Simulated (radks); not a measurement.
**As in [Ar] 3d10 4s2 4p3: an all-electron calculation**

An exercise on one series of results from a longer session: the logs are not shown, and one member is left open.

Program: radks (a radial shooting solver on a logarithmic mesh, Libxc functionals) version 1. Level of theory: Dirac Kohn-Sham, AM05, spin-unpolarised, spherical densities, finite nucleus; open shells are shared between the two j in proportion to 2j + 1. These are calculated values, not measurements, unless marked.

## The atom as given

```
element            : arsenic (Z = 33)
charge             : 0
electrons          : 33
configuration      : [Ar] 3d10 4s2 4p3
nuclear rms radius : 4.0968 fm
```

Outer shells as boxes (Hund's rule):

As
```
[Ar] core
3d [↑↓][↑↓][↑↓][↑↓][↑↓]
4s [↑↓]
4p [↑ ][↑ ][↑ ]
```

The first run:

The run's settings:

```text
Z 33
configuration [Ar] 3d10 4s2 4p3 5s0 4d0 5p0 4f0
relativity Dirac
functional am05,am05
spin unpolarised
j_filling average
nucleus finite rms 4.0968 fm
c 137.035999084
```

One table of the session follows, with a row left open; its other results are not shown here.

It belongs to the step «Radial structure». Radial moments (bohr):

| level | <r> | outermost maximum (interpolated) | 90 % within | nodes |
| --- | --- | --- | --- | --- |
| 1s1/2 | 0.04555 | 0.0298 | 0.0814 | 0 |
| 2s1/2 | ? | ? | ? | ? |
| 2p1/2 | 0.1748 | 0.134 | 0.286 | 0 |
| 2p3/2 | 0.1785 | 0.137 | 0.291 | 0 |
| 3s1/2 | 0.5991 | 0.522 | 0.895 | 2 |
| 3p1/2 | 0.6105 | 0.516 | 0.937 | 1 |
| 3p3/2 | 0.6212 | 0.524 | 0.954 | 1 |
| 3d3/2 | 0.6755 | 0.474 | 1.13 | 0 |
| 3d5/2 | 0.6803 | 0.477 | 1.14 | 0 |
| 4s1/2 | 1.938 | 1.62 | 2.92 | 3 |
| 4p1/2 | 2.510 | 1.96 | 3.93 | 2 |
| 4p3/2 | 2.564 | 2.00 | 4.02 | 2 |

Q: Estimate the row for 2s1/2 from the others.

The run gave: <r>: 0.2028; outermost maximum (interpolated): 0.170; 90 % within: 0.314; nodes: 1. In the column «<r>» it lies between 2p3/2 (0.1785) and 3s1/2 (0.5991).

Limits of these values: Spin polarisation and multiplet splitting are left out.
